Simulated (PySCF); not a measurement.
**BBr: bond curves at several levels of theory**

An exercise on one series of results from a longer session: the logs are not shown, and one member is left open.

Computed with PySCF 2.14.0. Level: B def2-TZVPP, Br def2-TZVPP, no relativity.

The first run:

The job is set up so:

| Quantity | Value |
| --- | --- |
| atoms | B, Br |
| charge | 0 |
| basis | B def2-TZVPP, Br def2-TZVPP |
| Hamiltonian | no relativity |
| basis functions | 79 |
| electrons treated | 40 |
| masses in u | 11.0093, 78.9183 |
| levels | PBE0, PBE, r²SCAN, r²SCAN0, M06, TPSSh, B2PLYP, ωB97M-V, HF, MP2, SCS-MP2, CCSD, CCSD(T) |
| grid | 80 radial by 434 angular points |
| occupations | held fixed by the projection of orbital angular momentum |
| dissociation limit | B + Br, each in its ground configuration |
| starting distance in angstrom | 1.930 |
| values of 2S to try | 0, 2 |

Started as:

```sh
$ OMP_NUM_THREADS=1 python dia.py task.json out
```

Steps of the session up to this table: Set-up; The PBE0 curve of the state that the search chose; Excited determinants; PBE (GGA); r²SCAN (meta-GGA); r²SCAN0 (hybrid meta-GGA); M06 (hybrid meta-GGA); TPSSh (hybrid meta-GGA); B2PLYP (double hybrid); ωB97M-V (range-separated hybrid); RHF (mean field); Adding correlation.

One table of the session follows, with a row left open; its other results are not shown here.

| level | Re (Å) | ωe (cm⁻¹) | De (eV) |
| --- | --- | --- | --- |
| RHF | 1.902 | 685 | 3.05 |
| RHF-MP2 | 1.881 | 710 | 4.62 |
| RHF-SCS-MP2 | 1.887 | 702 | 4.44 |
| RHF-CCSD | 1.895 | 694 | 4.27 |
| RHF-CCSD(T) | ? | ? | ? |
| PBE | 1.909 | 661 | 4.80 |
| r²SCAN | 1.901 | 672 | 4.63 |
| TPSSh | 1.903 | 671 | 4.48 |
| PBE0 | 1.894 | 685 | 4.58 |
| r²SCAN0 | 1.891 | 688 | 4.43 |
| M06 | 1.893 | 684 | 4.43 |
| ωB97M-V | 1.890 | 689 | 4.58 |
| B2PLYP | 1.894 | 683 | 4.47 |

**Question.** Estimate the row for RHF-CCSD(T).

**Answer.** Re (Å): 1.897; ωe (cm⁻¹): 691; De (eV): 4.46. In the column «Re (Å)» it lies between RHF-CCSD (1.895) and r²SCAN (1.901).
